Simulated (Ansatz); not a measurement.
# GeSb3Te: the cost of one run

Computed with Ansatz 0.2.0 (DFT PBE, scalar-relativistic, plane waves, PAW, unless a step's input says otherwise).

## Step 1: Starting point

It takes space group R3m (No. 160, trigonal). Conventional cell: a = 6.793 Å, b = 6.793 Å, c = 11.969 Å, α = 90.00°, β = 90.00°, γ = 120.00°. Ge (site symmetry 3m) is surrounded by 3 Sb at 2.54 Å. Around Sb (site symmetry m) lie 2 Ge at 2.54 to 3.15 Å and 2 Sb at 3.15 Å and 2 Te at 3.43 Å. Te (site symmetry 3m) has 6 Sb at 3.43 Å as nearest neighbours.

Coordinates:

```
CELL_PARAMETERS angstrom
3.39667 1.96107 3.98975
-3.39667 1.96107 3.98975
0.00000 -3.92214 3.98975
ATOMIC_POSITIONS crystal
Ge 0.13484 0.13484 0.13484
Sb 0.07462 0.61155 0.07462
Sb 0.07462 0.07462 0.61155
Sb 0.61155 0.07462 0.07462
Te 0.62343 0.62343 0.62343
```

A structure generator made this guess: random cell by space group and Wyckoff sites (R3m, No. 160). Its size is a rough estimate.

## Step 2: The guess as it stands, on a coarse mesh

Input file input.yaml:

```yaml
crystal:
  lattice:
    - [3.39667369, 1.96107047, 3.98975026]
    - [-3.39667369, 1.96107047, 3.98975026]
    - [0.0, -3.92214093, 3.98975026]
  atoms:
    - { symbol: Ge, position: [0.13484041, 0.13484041, 0.13484041] }
    - { symbol: Sb, position: [0.07462304, 0.61155264, 0.07462304] }
    - { symbol: Sb, position: [0.07462304, 0.07462304, 0.61155264] }
    - { symbol: Sb, position: [0.61155264, 0.07462304, 0.07462304] }
    - { symbol: Te, position: [0.6234282, 0.6234282, 0.6234282] }
basis:
  ecutwfc: 420
kpoints:
  mp_grid: { grid: [3, 3, 3] }
hamiltonian:
  xc: pbe
scf:
  occupations: { method: gaussian, width: 0.1 }
  lower_state_search: "off"
output:
  forces: true
  stress: true
  eigenvalues: true
```

Started as:

```sh
$ ansatz run input.yaml --threads 1 --pin off --max-ram 2560MiB --backend cpu --events-out ev --progress --plain --runs-dir out
```

What time and memory should one allow on 1 thread of Intel Xeon at 2.70GHz, shared host?

About 8 s, with a peak of 0.41 GiB.
